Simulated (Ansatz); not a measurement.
# TaTe (Pm-3m) in Ansatz: a series of runs

One crystal, TaTe, is run at these levels: PBE; tasks: single point.

All numbers are computed with Ansatz 0.2.0; they aren't measurements. Logs are shortened: lines on timing, memory, paths and dates and some standing lists are left out, and cuts for length are marked.

## (1) The crystal as given

It takes space group Pm-3m (No. 221, cubic). Conventional cell: a = 3.420 Å, b = 3.420 Å, c = 3.420 Å, α = 90.00°, β = 90.00°, γ = 90.00°. Ta (site symmetry m-3m) has 8 Te at 2.96 Å as nearest neighbours. Te (site symmetry m-3m) has 8 Ta at 2.96 Å as nearest neighbours.

The cell was built by a generator and needn't be a form met in nature.

## (2) Single point, PBE, 18.80 Å³/atom (volume scaled by 0.94)

File input.yaml:

```yaml
crystal:
  lattice:
    - [3.3502726546, 0.0, 0.0]
    - [0.0, 3.3502726546, 0.0]
    - [0.0, 0.0, 3.3502726546]
  atoms:
    - { symbol: Ta, position: [0.5, 0.5, 0.5] }
    - { symbol: Te, position: [0.0, 0.0, 0.0] }
kpoints:
  mp_grid: { grid: [8, 8, 8] }
scf:
  occupations: { method: fermi_dirac, width: 0.05 }
hamiltonian:
  xc: pbe
  pseudopotentials: { kind: all_electron, lapw: { basis_error: 0.0005 } }
output:
  forces: true
  stress: true
  eigenvalues: true
```

Potentials or basis: all-electron LAPW, scalar-relativistic.

Started as:

```
ansatz run input.yaml --threads 1 --pin off --max-ram 3072MiB --backend cpu --events-out ev --progress --plain --runs-dir out
```

The log of the run:

```text
Warning: RAYON_NUM_THREADS=1 ignored (pool sized by the plan → 1); use --threads N
LAPW: plane waves up to 8.240 Å⁻¹, error target 5.0e-4 eV per atom; small_component_spin mean_spin; Te in spheres of 1.421 Å, 24 of its electrons in bands, Dirac shells []; Ta in spheres of 1.480 Å, 37 of its electrons in bands, Dirac shells [] (how accurate: hamiltonian.pseudopotentials.lapw.basis_error, Limitations)
Engine: ansatz 0.2.0, x86_64-unknown-linux-gnu
Pseudopotentials: kind: all_electron
Pseudopotential: Ta, LAPW, valence charge 37, lapw/all_electron/scalar/gaussian/Ta, Koelling and Harmon's equation, gaussian nucleus
Pseudopotential: Te, LAPW, valence charge 24, lapw/all_electron/scalar/gaussian/Te, Koelling and Harmon's equation, gaussian nucleus
Functional definition: PBE
  parameter kappa = 0.804
  parameter beta = 0.06672455060314922
  exchange = pbe_x(kappa = kappa, mu = beta*pi^2/3)
  correlation = pbe_c(beta = beta)
Crystal: 2 atoms, lattice volume = 37.605 Å³
Basis set: ecut = 258.68219324977065 eV, 365 PW (Γ), exchange–correlation at level 2
Bands: 37, of which v1, the nominal top of the filled ones, is band 31 counted from 1 (30 counted from 0)
Symmetry: 48 space group operations
Space group: Pm-3m (ITA 221), of the structure as read, at distance tolerance 3.4e-5 Å
k-points: 35 of 512
Non-local potential: Ta, projectors of the file, none
Non-local potential: Te, projectors of the file, none
Initial density: superposition of atomic densities (chi_scale 0.1, normalization cell, long waves kept (reshape's long-wave potential 0.00 eV rms))
Initial wavefunctions: plane waves of lowest kinetic energy (no species holds an atomic orbital)
Functional: x = pbe(κ = 0.804, μ = 0.2195149727645171), c = pbe(β = 0.06672455060314922)
iter 1 solved again at ethr=1.98e-4 eV; its pass at ethr=1.00e-1 eV (dr2=1.21e-1 eV) is discarded
SCF iter   1: F=—  HF=-609453.076981 eV  |F-HF|=—  |Δ(HF+E_count)|=         —  Δρ=1.81e-2  dr2=1.21e-1  ethr=1.98e-4  ⟨swp⟩=2.9  Hψ=8535  notcnv=0
preconditioner: auto → Kerker (q_TF=auto, 2.957 Å⁻¹)  [metal: Δε(μ)=0.074 eV  Ē_g=26.788 eV  σ=0.050 eV  W_gap=0.35  n_scr=18 (ndim 8)  ℏωp=38.8 eV  f_vac=0.000  D(μ)=3.42/eV (n_scr^D=32)]
SCF iter   2: F=—  HF=-609452.993556 eV  |F-HF|=—  |Δ(HF+E_count)|=   8.34e-2  Δρ=1.13e-2  dr2=5.52e-2  ethr=1.98e-4  ⟨swp⟩=2.0  Hψ=3941  notcnv=0
SCF iter   3: F=—  HF=-609452.983009 eV  |F-HF|=—  |Δ(HF+E_count)|=   1.05e-2  Δρ=6.10e-3  dr2=1.30e-2  ethr=9.04e-5  ⟨swp⟩=2.0  Hψ=3859  notcnv=0
SCF iter   4: F=—  HF=-609452.976577 eV  |F-HF|=—  |Δ(HF+E_count)|=   6.43e-3  Δρ=3.92e-3  dr2=7.25e-3  ethr=2.13e-5  ⟨swp⟩=2.0  Hψ=3844  notcnv=0
iter 5 solved again at ethr=9.31e-7 eV; its pass at ethr=1.19e-5 eV (dr2=5.68e-4 eV) is discarded
SCF iter   5: F=—  HF=-609452.976142 eV  |F-HF|=—  |Δ(HF+E_count)|=         —  Δρ=1.20e-3  dr2=5.67e-4  ethr=9.31e-7  ⟨swp⟩=2.0  Hψ=6502  notcnv=0
the basis was enlarged: its passes take 176.6 KiB over the memory plan, 1 of 1 planned eigensolver slots
SCF iter   6: F=—  HF=-609452.976121 eV  |F-HF|=—  |Δ(HF+E_count)|=   2.06e-5  Δρ=3.41e-4  dr2=5.80e-5  ethr=9.30e-7  ⟨swp⟩=2.0  Hψ=3845  notcnv=0
SCF iter   7: F=—  HF=-609452.976110 eV  |F-HF|=—  |Δ(HF+E_count)|=   1.17e-5  Δρ=1.91e-4  dr2=1.47e-5  ethr=9.51e-8  ⟨swp⟩=2.0  Hψ=3845  notcnv=0
SCF iter   8: F=—  HF=-609452.976109 eV  |F-HF|=—  |Δ(HF+E_count)|=   5.16e-7  Δρ=6.49e-5  dr2=1.50e-6  ethr=2.41e-8  ⟨swp⟩=2.0  Hψ=3845  notcnv=0
SCF iter   9: F=-609452.976109 eV  HF=-609452.976109 eV  |F-HF|=1.12e-8  |Δ(HF+E_count)|=   2.12e-7  Δρ=1.30e-5  dr2=5.30e-8  ethr=2.46e-9  ⟨swp⟩=2.0  Hψ=3845  notcnv=0
SCF 1 converged in 9 iterations: F = -609452.976109 eV  dr2 = 5.30e-8
SCF converged after 9 iterations
Free energy (F): -609452.976109 eV
Harris-Foulkes:  -609452.976109 eV  (|F-HF|=1.12e-8)
Internal energy: -609452.950107 eV  (E = F + TS)
E sigma→0 (E₀):  -609452.963108 eV
Entropy (-TS):   -0.026002 eV (-13.001 meV/atom)
Fermi energy:    24.119289 eV
--- Per-component energies (eV) ---
  E_band       = -2752.064840
  E_kinetic    = 669194.122016
  E_xc         = -13418.687505
  E_electrostatic = -1265228.384618  (all electrons and nuclei)
  E_smearing   = -0.026002  (= −TS)
  E_closure    = 0.000000  (closes the sum)
  E_atoms      = -609440.605344  (free atoms, spherical and without spin; not in F)
  Σ components = -609452.976109   (vs F -609452.976109, Δ=0.00e0)
  Basis errors (estimates in eV, not in F): energy 1.4e-4 per atom: plane waves 1.2e-4 (5.9e-5 summed), levels above the bands 1.1e-55, relativity 1.9e-8, radial functions 2.0e-5, core shells 4.8e-7; eigenvalues (radial functions only) 8.2e-7; not estimated: angular momenta, meshes, grids; target (lapw.basis_error) 5.0e-4; muffin-tin radii Te 1.421 Å, Ta 1.480 Å
--- Forces (eV/Å), atoms counted from 1 ---
  atom   1  Ta     0.00000000     0.00000000    -0.00000000
  atom   2  Te     0.00000000     0.00000000     0.00000000
  max |Σ_I F_I| component: 2.10e-30 eV/Å
--- Stress (GPa, compression-positive) ---
       10.459929      -0.000000       0.000000
       -0.000000      10.459929       0.000000
        0.000000       0.000000      10.459929
  P = ⅓ Tr σ = 10.4599 GPa (104.599 kbar)
--- Band table (eV; the first three rows and the last of 35) ---
  k-point 0: bands = ["-193.1421", "-193.1421", "-193.1421", "-193.1241", "-193.1241", "-136.4086", "-86.4565", "-86.4565", "-86.4565", "-44.1640", "-13.8436", "-13.8436", "-13.8101", "-13.8101", "-13.8101", "-10.6432", "-10.6432", "-10.6432", "3.9726", "3.9856", "3.9856", "3.9856", "4.0030", "4.0030", "4.0030", "8.7712", "21.0394", "21.0394", "22.7067", "22.7067", "22.7067", "25.6519", "25.6519", "25.6519", "26.8813", "33.1113", "33.1113"]
  k-point 1: bands = ["-193.1421", "-193.1421", "-193.1421", "-193.1241", "-193.1241", "-136.4086", "-86.4566", "-86.4565", "-86.4565", "-44.1630", "-13.8434", "-13.8383", "-13.8131", "-13.8131", "-13.8099", "-10.6729", "-10.6381", "-10.6381", "3.9725", "3.9852", "3.9863", "3.9863", "4.0010", "4.0037", "4.0037", "8.9913", "19.9628", "21.1460", "22.3409", "22.3409", "22.9397", "25.6784", "26.1584", "26.1584", "27.9857", "31.9400", "33.6520"]
  k-point 2: bands = ["-193.1421", "-193.1421", "-193.1421", "-193.1241", "-193.1241", "-136.4086", "-86.4567", "-86.4565", "-86.4565", "-44.1607", "-13.8429", "-13.8256", "-13.8204", "-13.8204", "-13.8095", "-10.7438", "-10.6259", "-10.6259", "3.9721", "3.9843", "3.9878", "3.9878", "3.9963", "4.0054", "4.0054", "9.6114", "17.8585", "21.4301", "21.6890", "21.6890", "24.0364", "25.7437", "27.2956", "27.2956", "29.4057", "30.2314", "35.1567"]
  k-point 34: bands = ["-193.1421", "-193.1421", "-193.1421", "-193.1241", "-193.1241", "-136.4086", "-86.4568", "-86.4568", "-86.4568", "-44.1451", "-13.8512", "-13.8512", "-13.8512", "-13.7846", "-13.7846", "-10.7566", "-10.7566", "-10.7566", "3.9586", "3.9935", "3.9935", "3.9935", "3.9982", "3.9982", "3.9982", "13.7171", "17.0127", "17.0127", "17.0127", "25.7335", "25.7335", "25.7335", "27.7063", "27.7063", "29.1463", "30.2256", "30.2256"]
```

It took 31 s on 1 thread of Intel Xeon at 2.50GHz (Skylake/Cascade Lake), shared host; peak memory 0.38 GiB.

What came out:

```
Free energy            : -609452.9761 eV
Pressure               : 10.5 GPa
Band gap on the k mesh : none (metal or under the smearing width)
```

## (3) Single point, PBE, 19.20 Å³/atom (volume scaled by 0.96)

input.yaml: that of step 2 with these lines changed.

```diff
@@ -2,5 +2,5 @@
   lattice:
-    - [3.3502726546, 0.0, 0.0]
-    - [0.0, 3.3502726546, 0.0]
-    - [0.0, 0.0, 3.3502726546]
+    - [3.3738669013, 0.0, 0.0]
+    - [0.0, 3.3738669013, 0.0]
+    - [0.0, 0.0, 3.3738669013]
   atoms:
```

Potentials or basis: all-electron LAPW, scalar-relativistic.

Started as:

```
ansatz run input.yaml --threads 1 --pin off --max-ram 3072MiB --backend cpu --events-out ev --progress --plain --runs-dir out
```

Wall time 31 s (1 thread of Intel Xeon at 2.50GHz (Skylake/Cascade Lake), shared host); peak memory 0.38 GiB.

Results (log left out):

- Free energy: -609453.0187 eV
- Pressure: 6.6 GPa
- Band gap on the k mesh: none (metal or under the smearing width)

## (4) Single point, PBE, 19.60 Å³/atom (volume scaled by 0.98)

input.yaml: that of step 3 with these lines changed.

```diff
@@ -2,5 +2,5 @@
   lattice:
-    - [3.3738669013, 0.0, 0.0]
-    - [0.0, 3.3738669013, 0.0]
-    - [0.0, 0.0, 3.3738669013]
+    - [3.3971356842, 0.0, 0.0]
+    - [0.0, 3.3971356842, 0.0]
+    - [0.0, 0.0, 3.3971356842]
   atoms:
```

Started as:

```
ansatz run input.yaml --threads 1 --pin off --max-ram 3072MiB --backend cpu --events-out ev --progress --plain --runs-dir out
```

It took 30 s on 1 thread of Intel Xeon at 2.50GHz (Skylake/Cascade Lake), shared host; peak memory 0.38 GiB.

The run converged. Its results:

```yaml
Free_energy: -609453.0431 eV
Pressure: 3.2 GPa
Band_gap_on_the_k_mesh: none (metal or under the smearing width)
```

## (5) Single point, PBE, 20.00 Å³/atom

input.yaml: that of step 4 with these lines changed.

```diff
@@ -2,5 +2,5 @@
   lattice:
-    - [3.3971356842, 0.0, 0.0]
-    - [0.0, 3.3971356842, 0.0]
-    - [0.0, 0.0, 3.3971356842]
+    - [3.42009, 0.0, 0.0]
+    - [0.0, 3.42009, 0.0]
+    - [0.0, 0.0, 3.42009]
   atoms:
```

Started as:

```
ansatz run input.yaml --threads 1 --pin off --max-ram 3072MiB --backend cpu --events-out ev --progress --plain --runs-dir out
```

Wall time 27 s (1 thread of Intel Xeon at 2.50GHz (Skylake/Cascade Lake), shared host); peak memory 0.38 GiB.

Results (log left out):

- Free energy: -609453.0515 eV
- Pressure: 0.2 GPa
- Band gap on the k mesh: none (metal or under the smearing width)

## (6) Single point, PBE, 20.40 Å³/atom (volume scaled by 1.02)

input.yaml: that of step 5 with these lines changed.

```diff
@@ -2,5 +2,5 @@
   lattice:
-    - [3.42009, 0.0, 0.0]
-    - [0.0, 3.42009, 0.0]
-    - [0.0, 0.0, 3.42009]
+    - [3.4427402627, 0.0, 0.0]
+    - [0.0, 3.4427402627, 0.0]
+    - [0.0, 0.0, 3.4427402627]
   atoms:
```

Potentials or basis: all-electron LAPW, scalar-relativistic.

Started as:

```
ansatz run input.yaml --threads 1 --pin off --max-ram 3072MiB --backend cpu --events-out ev --progress --plain --runs-dir out
```

Wall time 29 s (1 thread of Intel Xeon at 2.50GHz (Skylake/Cascade Lake), shared host); peak memory 0.38 GiB.

It converged, with:

- Free energy: -609453.0454 eV
- Pressure: -2.6 GPa
- Band gap on the k mesh: none (metal or under the smearing width)

## (7) Single point, PBE, 20.80 Å³/atom (volume scaled by 1.04)

input.yaml: that of step 6 with these lines changed.

```diff
@@ -2,5 +2,5 @@
   lattice:
-    - [3.4427402627, 0.0, 0.0]
-    - [0.0, 3.4427402627, 0.0]
-    - [0.0, 0.0, 3.4427402627]
+    - [3.4650963454, 0.0, 0.0]
+    - [0.0, 3.4650963454, 0.0]
+    - [0.0, 0.0, 3.4650963454]
   atoms:
```

Started as:

```
ansatz run input.yaml --threads 1 --pin off --max-ram 3072MiB --backend cpu --events-out ev --progress --plain --runs-dir out
```

It took 32 s on 1 thread of Intel Xeon at 2.50GHz (Skylake/Cascade Lake), shared host; peak memory 0.38 GiB.

The run converged. Its results:

| Item | Value |
| --- | --- |
| Free energy | -609453.0264 eV |
| Pressure | -5.0 GPa |
| Band gap on the k mesh | none (metal or under the smearing width) |

## (8) Single point, PBE, 21.20 Å³/atom (volume scaled by 1.06)

input.yaml: that of step 7 with these lines changed.

```diff
@@ -2,5 +2,5 @@
   lattice:
-    - [3.4650963454, 0.0, 0.0]
-    - [0.0, 3.4650963454, 0.0]
-    - [0.0, 0.0, 3.4650963454]
+    - [3.4871676178, 0.0, 0.0]
+    - [0.0, 3.4871676178, 0.0]
+    - [0.0, 0.0, 3.4871676178]
   atoms:
```

Started as:

```
ansatz run input.yaml --threads 1 --pin off --max-ram 3072MiB --backend cpu --events-out ev --progress --plain --runs-dir out
```

Wall time 31 s (1 thread of Intel Xeon at 2.50GHz (Skylake/Cascade Lake), shared host); peak memory 0.37 GiB.

Results (log left out):

- Free energy: -609452.9958 eV
- Pressure: -7.2 GPa
- Band gap on the k mesh: none (metal or under the smearing width)
